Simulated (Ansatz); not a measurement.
Runs of Ansatz 0.2.0 on NiMoIrPdW. Symmetry: I4mm, No. 107, tetragonal system. The conventional cell has a = 2.740 Å, b = 2.740 Å, c = 19.433 Å, α = 90.00°, β = 90.00°, γ = 90.00°. Ni (site symmetry 4mm) is surrounded by 4 Mo at 2.60 Å and 4 Pd at 2.67 Å and 4 Ni at 2.74 Å. Mo (site symmetry 4mm) has 4 Ni at 2.60 Å and 4 Mo at 2.74 Å and 4 W at 2.94 Å as nearest neighbours. Pd (site symmetry 4mm) is surrounded by 4 Ni at 2.67 Å and 4 Pd at 2.74 Å and 4 Ir at 2.83 Å. Around Ir (site symmetry 4mm) lie 4 W at 2.69 Å and 4 Ir at 2.74 Å and 4 Pd at 2.83 Å. Around W (site symmetry 4mm) lie 4 Ir at 2.69 Å and 4 W at 2.74 Å and 4 Mo at 2.94 Å. The cell was built by a generator and needn't be a form met in nature.

```tsv
task	potentials or basis	cell	k mesh	cutoff (eV)	target pressure (GPa)	gap on the mesh (eV)	pressure (GPa)	moment (μB)	largest force (eV/Å)
single point	JTH PAW	as given	13 × 13 × 13	2400	-	none	0.3	0.00	0.05
single point	PseudoDojo standard (PBE files)	as given	13 × 13 × 13	1333	-	none	-0.1	0.00	(a)
relaxation of cell and atoms	Ansatz PAW	relaxed to 2 GPa	10 × 10 × 10	420	2	none	2.0	0.00	-
relaxation of cell and atoms	Ansatz PAW	relaxed to 5 GPa	10 × 10 × 10	420	5	none	5.0	0.00	-
```

Alike in all rows: level PBE; spin collinear, ferromagnetic start; smearing fermi-dirac 0.05 eV.

Q: Estimate the missing entries.

A: (a) 0.02.

Caveats: the starting moments weren't kept; the plane-wave basis is chosen anew once the cell has moved, so the energies of steps on either side of that aren't comparable (some runs).

A k mesh can miss the band edges, and the runs leave out spin-orbit coupling on Ir, Mo, Pd, W.

A gap of «none» marks a metal or a gap under the smearing width.

The runs don't all hold the same shells in valence.
